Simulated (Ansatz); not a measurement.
**Ru (P6_3/mmc): equation of state with a fit**

Where is the equilibrium volume of Ru (P6_3/mmc), and how stiff is it? Aim: an equation of state with a fit, for Ru (P6_3/mmc), run from a script.

Computed with the Python package of Ansatz 0.2.0. Level of theory: DFT PBE, plane waves, PAW.

## Step 1: The structure

Symmetry: P6_3/mmc, No. 194, hexagonal system. Conventional cell: a = 2.706 Å, b = 2.706 Å, c = 4.282 Å, α = 90.00°, β = 90.00°, γ = 120.00°. Ru (site symmetry -6m2) has 12 Ru at 2.65 to 2.71 Å as nearest neighbours.

The script holds or builds the structure itself.

## Step 2: Script

Contents of ru.py:

```python
"""Equation of state of Ru."""

import logging
import sys
import warnings

import ansatz as az
import numpy as np
from scipy.optimize import curve_fit

logging.basicConfig(stream=sys.stdout, format="%(name)s: %(message)s")
log = logging.getLogger("ansatz_job")
log.setLevel(logging.INFO)

VECTORS = np.array([
    [2.7058, 0.0, 0.0],
    [-1.3529, 2.343292, 0.0],
    [0.0, 0.0, 4.2819],
])
SITES = [
    ("Ru", (1 / 3, 2 / 3, 0.25)),
    ("Ru", (2 / 3, 1 / 3, 0.75)),
]


def on_lattice(cell):
    crystal = az.Crystal(lattice=az.Lattice.of(cell))
    for symbol, position in SITES:
        crystal = crystal.atom(symbol, position)
    return crystal

def vinet(v, e0, v0, b0, b1):
    eta = (v / v0) ** (1 / 3)
    return e0 + 2 * b0 * v0 / (b1 - 1) ** 2 * (2 - (5 + 3 * b1 * (eta - 1) - 3 * eta) * np.exp(-1.5 * (b1 - 1) * (eta - 1)))

warnings.simplefilter("ignore", az.DeckWarning)

# scale the volume, keep shape and fractions
volumes, energies = [], []
for scale in np.linspace(0.92, 1.08, 7):
    cell = VECTORS * scale ** (1 / 3)
    calc = (
        on_lattice(cell).calculation()
        .pseudopotentials("paw")
        .occupations("cold", width=0.1)
        .scf(tolerance=1e-08)
        .basis(500)
        .kpoints(11, 11, 6)
    )
    summary = calc.run(threads=1, pin="off").report
    volumes.append(abs(np.linalg.det(cell)) / len(SITES))
    energies.append(summary["free_energy_ev"] / len(SITES))
    log.info(f"V = {volumes[-1]:8.4f} A^3/atom  F = {energies[-1]:.5f} eV/atom")

guess = (min(energies), volumes[int(np.argmin(energies))], 0.5, 4.5)
(e0, v0, b0, b1), _ = curve_fit(vinet, np.array(volumes), np.array(energies), p0=guess, maxfev=20000)
log.info(f"Vinet fit: V0 = {v0:.4f} A^3/atom, B0 = {160.21766 * b0:.1f} GPa, B1 = {b1:.2f}")
print("largest residual", round(1000 * float(np.abs(vinet(np.array(volumes), e0, v0, b0, b1) - energies).max()), 3), "meV/atom")
```

## Step 3: What the engine is handed

The engine receives this input (first run):

```yaml
crystal:
  lattice:
    - [2.6316308459829805, 0.0, 0.0]
    - [-1.3158154229914902, 2.2790596157680354, 0.0]
    - [0.0, 0.0, 4.16452809498652]
  atoms:
    - { symbol: Ru, position: [0.3333333333333333, 0.6666666666666666, 0.25] }
    - { symbol: Ru, position: [0.6666666666666666, 0.3333333333333333, 0.75] }
basis:
  ecutwfc: 500.0
kpoints:
  mp_grid:
    grid: [11, 11, 6]
hamiltonian:
  pseudopotentials:
    kind: paw
scf:
  convergence:
    dr2_threshold: 1.0e-08
  occupations:
    method: cold
    width: 0.1
```

## Step 4: The run

Command:

```sh
python ru.py
```

**Question.** Where does the minimum lie against the volume typed, and how stiff is the crystal?

As calculated:

```
                      quantity            value
                 runs compared                7
               range of energy  136.60 meV/atom
lowest point, volume (Å³/atom)           13.937
      equilibrium volume (fit)    13.76 Å³/atom
            bulk modulus (fit)          312 GPa
```

A third-order Birch-Murnaghan fit through the 7 points (the script's own form may differ a little) has its minimum at 13.76 Å³ an atom, 1.4 % above the typed cell, with a bulk modulus of 312 GPa and dB/dP = 4.8. From that minimum the energy rises by 138.7 meV an atom on the compressed side and 50.4 meV on the expanded side. Total energies depend on the potentials; only differences at equal settings carry meaning. Shape and fractional positions are held along the curve, so the bulk modulus is an upper value where they are free to relax. The mesh is modest for a metal, so energies are good to some meV an atom at best, and derived values to several per cent. No functional is typed, so the default, PBE, holds.
